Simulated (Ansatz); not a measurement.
**Zn₂SiBH₅: how energies converge with the basis set**

Aim: see how fast density functionals converge with the basis set for Zn₂SiBH₅.

Computed with Ansatz 0.2.0, Gaussian basis. Level: one geometry, several basis sets.

The runs, in order: PBE0-D4/def2-SVP; ωB97M-V/def2-SVP; PBE0-D4/def2-QZVPP; ωB97M-V/def2-QZVPP; the functionals' def2-TZVPP values are taken from earlier runs.

## 1. Structure used throughout

All runs share one geometry, relaxed beforehand with PBE0-D4 in a triple-zeta def2 set.

9 atoms, charge 0, spin multiplicity 1.

Atoms are counted from 1 here; the program's logs count them from 0.

Bond lengths: B1–Zn2 2.091 Å, B1–H5 1.200 Å, B1–H6 1.200 Å, Zn2–Si3 2.385 Å, Si3–Zn4 2.370 Å, Si3–H7 1.499 Å, Si3–H8 1.499 Å, Zn4–H9 1.560 Å. Angles: Zn2–B1–H5 122.5°, Zn2–B1–H6 122.7°, H5–B1–H6 114.8°, B1–Zn2–Si3 179.3°, Zn2–Si3–Zn4 116.5°, Zn2–Si3–H7 109.6°, Zn2–Si3–H8 109.4°, Zn4–Si3–H7 107.9°, Zn4–Si3–H8 107.8°, H7–Si3–H8 105.2°, Si3–Zn4–H9 178.8°.

## 2. PBE0-D4 in def2-SVP

The input, in.yaml:

```yaml
crystal:
  periodic: [false, false, false]
  atoms:
    - {symbol: B, position_ang: [1.079142, 1.961052, -2.038106]}
    - {symbol: Zn, position_ang: [0.644577, 0.489491, -0.618166]}
    - {symbol: Si, position_ang: [0.120372, -1.184066, 0.997947]}
    - {symbol: Zn, position_ang: [-2.126815, -1.260726, 1.748385]}
    - {symbol: H, position_ang: [0.870970, 1.808600, -3.210298]}
    - {symbol: H, position_ang: [1.559022, 3.021644, -1.746319]}
    - {symbol: H, position_ang: [1.001029, -1.015507, 2.199323]}
    - {symbol: H, position_ang: [0.464889, -2.534479, 0.445309]}
    - {symbol: H, position_ang: [-3.613196, -1.286019, 2.221935]}
basis:
  gaussian: {orbitals: def2-SVP}
hamiltonian: {xc: pbe0, dispersion: d4}
output: {orbitals: {seedname: orbitals}}
```

Run with:

```sh
ansatz run in.yaml --threads 2 --pin off --events-out ev --progress --plain --max-ram 31744MiB --backend cpu
```

After this run come: ωB97M-V in def2-SVP; PBE0-D4 in def2-QZVPP; ωB97M-V in def2-QZVPP.

**Question.** What will the summary of the whole plan be? Wanted: PBE0-D4: double and triple zeta above quadruple; ωB97M-V: double and triple zeta above quadruple.

The runs gave:

```
                                       quantity           value
PBE0-D4: double and triple zeta above quadruple  20.19, 2.63 eV
ωB97M-V: double and triple zeta above quadruple  20.18, 2.56 eV
```

What this shows: PBE0-D4 gains 17.55 eV from double to triple zeta, then 2.63 eV more. These are total energies; as a rule much of such shifts cancels in differences, which this series doesn't test.
